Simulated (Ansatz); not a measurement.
# H4SSn: the cost of one run

Program: Ansatz 0.2.0, Gaussian basis. Level of theory: PBE0-D4/def2-SVP. These are calculated values, not measurements.

1 further run of the same task is left out (it didn't finish).

### Step 1. Where the work starts

The start, a first-order saddle point found at PBE0-D4 in triple zeta: 6 atoms, charge 0, spin multiplicity 1.

Atoms are counted from 1 here; the program's logs count them from 0.

Bond lengths: Sn1–S2 2.696 Å, Sn1–H3 2.122 Å, Sn1–H4 1.769 Å, Sn1–H5 1.923 Å, S2–H3 1.629 Å, S2–H6 1.343 Å. Angles: S2–Sn1–H3 37.2°, S2–Sn1–H4 84.2°, S2–Sn1–H5 68.0°, H3–Sn1–H4 82.9°, H3–Sn1–H5 30.9°, H4–Sn1–H5 85.3°, Sn1–S2–H3 51.9°, Sn1–S2–H6 94.7°, H3–S2–H6 92.1°, Sn1–H3–S2 90.9°.

As a file:

```xyz
6
charge 0, multiplicity 1
Sn   -0.1157    1.2881    0.6606
S     0.9852   -1.0648   -0.0615
H    -0.5148   -0.5156   -0.3827
H     0.4338    1.8297   -0.9311
H    -1.3517    0.1850   -0.3166
H     0.5632   -1.7225    1.0313
```

### Step 2. The run

Input file md/in.yaml:

```yaml
crystal:
  periodic: [false, false, false]
  atoms:
    - {symbol: Sn, position_ang: [-0.115704, 1.288089, 0.660623]}
    - {symbol: S, position_ang: [0.985176, -1.064753, -0.061496]}
    - {symbol: H, position_ang: [-0.514786, -0.515559, -0.382657]}
    - {symbol: H, position_ang: [0.433794, 1.829706, -0.931062]}
    - {symbol: H, position_ang: [-1.351691, 0.185049, -0.316587]}
    - {symbol: H, position_ang: [0.563211, -1.722532, 1.031278]}
basis:
  gaussian: {orbitals: def2-SVP}
hamiltonian: {xc: pbe0, dispersion: d4}
md: {n_steps: 30, timestep: 0.25, temperature: 1500, ensemble: nvt_langevin, seed: 650, friction: 0.002, initial_velocities: maxwell_boltzmann}
```

Run with:

```console
$ ansatz run in.yaml --threads 2 --pin off --events-out ev --progress --plain --max-ram 4352MiB
```

**Question.** How long does this run take on 2 threads of Arm Neoverse V2, shared host?

About 31 s.
